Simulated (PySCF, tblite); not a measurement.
**C8H6F radical: geometry, infrared bands and EPR parameters**

Aim: predict the infrared bands and EPR parameters of C8H6F radical (`FC1=C[C@@H]2[C@@H]3[C]=C[C@H]1[C@@H]32`).

The runs use tblite 0.8.0 and PySCF 2.14.0, with density-fitted response routines of our own; the level of theory stands in each step. All values are computed, except where a source is named. Atoms are numbered from 0 throughout.

### 1 Starting geometry

15 atoms, charge 0, multiplicity 2; geometry from: force field or distance geometry start.

Bonds of the start (Å): F0–C1 1.35, C1–C2 1.34, C2–C3 1.50, C3–C4 1.56, C4–C5 1.43, C5–C6 1.30, C6–C7 1.53, C7–C8 1.55, C7–C1 1.52, C8–C3 1.51, C8–C4 1.51, C2–H9 1.07, C3–H10 1.07, C4–H11 1.08, C6–H12 1.09, C7–H13 1.10, C8–H14 1.08.

### 2 Optimising the geometry with GFN2-xTB

The job: settings as JSON, then the geometry in Å.

```
{"job": {"kind": "relax", "xc": "GFN2-xTB", "basis": "xTB"}, "charge": 0, "multiplicity": 2}
F      1.317200    -2.287400    -1.060300
C      0.661800    -1.140900    -0.768000
C      1.000100     0.060000    -1.251100
C      0.105000     1.165500    -0.783700
C     -0.222000     1.387800     0.724400
C      0.251100     0.515800     1.757600
C      0.101000    -0.769200     1.628200
C     -0.469100    -1.019100     0.235900
C     -1.003700     0.396600    -0.112600
H      1.792200     0.230400    -1.951600
H     -0.149100     1.930100    -1.490500
H     -0.702400     2.316900     0.998900
H      0.596300    -1.520700     2.236600
H     -1.234100    -1.801200     0.166400
H     -2.048700     0.543500    -0.352100
```

On the command line:

```bash
$ OMP_NUM_THREADS=1 python probes_run.py task.json out
```

This one command runs all jobs of the session in turn.

**Question.** This job is followed by: GFN2-xTB harmonic vibrations, gas phase; UKS B3LYP, pcH-1 on C F H, non-relativistic, mean-field spin-orbit, GIAO. What will the session give for the following? strongest single infrared mode (GFN2-xTB); zero-point energy (GFN2-xTB); g(iso) (B3LYP); ⟨S²⟩; largest a(iso); potential on the surface of density 0.002 e/bohr³, 1st and 99th percentile.

The runs gave:

```
                                                                  quantity                 value
                                 strongest single infrared mode (GFN2-xTB)  1646 cm⁻¹, 75 km/mol
                                              zero-point energy (GFN2-xTB)         69.6 kcal/mol
                                                            g(iso) (B3LYP)               2.00217
                                                                      ⟨S²⟩    0.759 (exact 0.75)
                                                            largest a(iso)  13C on C5, 398.5 MHz
potential on the surface of density 0.002 e/bohr³, 1st and 99th percentile    -0.76 V and 1.03 V
```

In words: Over 29 steps the energy fell by 0.420 eV; of the close pairs, C2–C3 changed most, 1.497 to 1.463 Å. All 39 modes are real, so the xTB geometry is a minimum. The strongest single mode, at 1646 cm⁻¹, is spread over several atoms, C1, C5, C2, C6 among them. GFN2-xTB is a fitted tight-binding method: band positions and strengths are rough. Its intensities can rank the bands wrongly. Most of the unpaired spin sits on C5 (0.95 e). The isotropic g lies 0.2 ppt below the free-electron value. The conformer search found further structures of the same energy, which may be mirror or relabelled copies of this one.
